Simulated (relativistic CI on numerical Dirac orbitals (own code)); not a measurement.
# La: how the levels respond to the fine-structure constant and the nuclear radius

How sensitive are the low transitions of La to a change of α? Wanted is q = dE/dx with x = (α/α0)² − 1, and the field-shift factor by the mean square nuclear radius, for the lowest 30 levels.

Method: Dirac-Coulomb-Breit CI, KLI orbitals optimised for each configuration, valence Slater integrals scaled by 0.85, P86 correlation energy added to each configuration, derivatives by finite differences. Code: relativistic CI on numerical Dirac orbitals (own code) version 3.

## 1. Starting point

```
ion                 : La (La I)
nuclear charge      : 57
electrons           : 57
isotope             : A = 139
first configuration : [Xe] 5d 6s2
```

The outer shells:

[Xe] 5d1 6s2
```
[Xe] core
5d [↑ ][  ][  ][  ][  ]
6s [↑↓]
```

## 2. The run

Input settings:

```ini
atom La  Z=57  charge=0  electrons=57
nucleus A=139  rms_radius_fm=4.8550
hamiltonian dirac-coulomb  breit=on  qed=off  c_scale=1
orbitals kli  potential=per-configuration
slater_scale 0.85
correlation p86
mixing on
configurations
  [Xe] 5d 6s2
  [Xe] 5d2 6s
  [Xe] 5d3
  [Xe] 5d 6s 6p
  [Xe] 4f 6s2
  [Xe] 6s2 6p
  [Xe] 5d2 6p
  [Xe] 4f 5d 6s
end
derivatives alpha2 +-0.01 radius +-1%
```

**Question.** What will these runs give? Wanted: lowest level; largest q in size, lowest 30 levels; largest K in size within the lowest configuration; largest field-shift factor among them.

As calculated:

| quantity | value |
| --- | --- |
| lowest level | 5d 6s2 2D3/2 |
| largest q in size, lowest 30 levels | 10610 cm⁻¹ (5d3 4F9/2) |
| largest K in size within the lowest configuration | 2.43 (5d 6s2 2D5/2) |
| largest field-shift factor among them | -8.27 GHz/fm² (5d3 4F3/2) |

What this shows: Among these levels the largest q belongs to 5d3 4F9/2, a change of configuration. K = 2q/E, the relative sensitivity of a level, hangs on the computed energy: between configurations that lie close it can be off by a factor of several. Near neutrality, missing correlation can shift configurations against each other by thousands of cm⁻¹.
